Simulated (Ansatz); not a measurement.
# Mo5B2P: the cost of one run

Program: Ansatz 0.2.0. Level of theory: DFT PBE, scalar-relativistic, plane waves, PAW. These are calculated values, not measurements.

## (1) The starting structure

Symmetry: I4/mcm, No. 140, tetragonal system. Conventional cell: a = 5.986 Å, b = 5.986 Å, c = 11.151 Å, α = 90.00°, β = 90.00°, γ = 90.00°. P (site symmetry 422) is surrounded by 10 Mo at 2.55 to 2.79 Å. B (site symmetry m2m) is surrounded by 1 B at 2.00 Å and 8 Mo at 2.33 to 2.40 Å. Around Mo (site symmetry m) lie 3 B at 2.33 to 2.40 Å and 2 P at 2.55 Å. Mo (site symmetry 4/m) has 4 B at 2.39 Å and 8 Mo at 2.72 Å and 2 P at 2.79 Å as nearest neighbours.

Coordinates:

```xyz
16
Lattice="-2.9932 2.9932 5.5756 2.9932 -2.9932 5.5756 2.9932 2.9932 -5.5756" Properties=species:S:1:pos:R:3 pbc="T T T"
P     0.0000    0.0000    2.7878
P     0.0000    0.0000    8.3634
B    -0.7088    2.2844    5.5756
B     0.7088    2.2844    0.0000
B     3.7020    0.7088    0.0000
B     2.2844    0.7088    5.5756
Mo    0.9965    3.9897    1.5615
Mo    1.9967    0.9965    1.5615
Mo    1.9967   -0.9965    7.1371
Mo    0.9965    1.9967    7.1371
Mo    0.9965    1.9967    4.0141
Mo    1.9967   -0.9965    4.0141
Mo    1.9967    0.9965   -1.5615
Mo    0.9965    3.9897   -1.5615
Mo    0.0000    0.0000    0.0000
Mo    0.0000    0.0000    5.5756
```

An earlier run at PBE left this cell at 12.488 Å³/atom and 0.00 GPa (8×8×8 mesh).

## (2) Ferrimagnetic, in the cell as typed

Contents of input.yaml:

```yaml
crystal:
  lattice:
    - [-2.9932085565, 2.9932085565, 5.5756038652]
    - [2.9932085565, -2.9932085565, 5.5756038652]
    - [2.9932085565, 2.9932085565, -5.5756038652]
  atoms:
    - { symbol: P, position: [0.25, 0.25, 0.0] }
    - { symbol: P, position: [0.75, 0.75, 0.0] }
    - { symbol: B, position: [0.8815935536, 0.3815935536, 0.2631871071] }
    - { symbol: B, position: [0.3815935536, 0.1184064464, 0.5] }
    - { symbol: B, position: [0.1184064464, 0.6184064464, 0.7368128929] }
    - { symbol: B, position: [0.6184064464, 0.8815935536, 0.5] }
    - { symbol: Mo, position: [0.8064867611, 0.3064867611, 0.8329215587], spin: 1.0 }
    - { symbol: Mo, position: [0.3064867611, 0.4735652025, 0.5], spin: 1.0 }
    - { symbol: Mo, position: [0.4735652025, 0.9735652025, 0.1670784413], spin: -1.0 }
    - { symbol: Mo, position: [0.9735652025, 0.8064867611, 0.5], spin: -1.0 }
    - { symbol: Mo, position: [0.6935132389, 0.5264347975, 0.5], spin: -1.0 }
    - { symbol: Mo, position: [0.1935132389, 0.6935132389, 0.1670784413], spin: -1.0 }
    - { symbol: Mo, position: [0.0264347975, 0.1935132389, 0.5], spin: 1.0 }
    - { symbol: Mo, position: [0.5264347975, 0.0264347975, 0.8329215587], spin: 1.0 }
    - { symbol: Mo, position: [0.0, 0.0, 0.0], spin: -1.0 }
    - { symbol: Mo, position: [0.5, 0.5, 0.0], spin: -1.0 }
basis:
  ecutwfc: 420
  ecutrho_ratio: 4
kpoints:
  mp_grid: { grid: [8, 8, 8] }
hamiltonian:
  xc: pbe
scf:
  occupations: { method: gaussian, width: 0.05 }
  lower_state_search: "off"
output:
  forces: true
  stress: true
  eigenvalues: true
  populations: true
magnetization:
  spin_polarized: true
```

On the command line:

```bash
$ ansatz run input.yaml --threads 4 --pin off --max-ram 10240MiB --backend cpu --events-out ev --progress --plain --runs-dir out
```

What time and memory should one allow on 4 threads of Intel Xeon at 2.70GHz, shared host?

About 4.7 min, with a peak of 2.7 GiB.
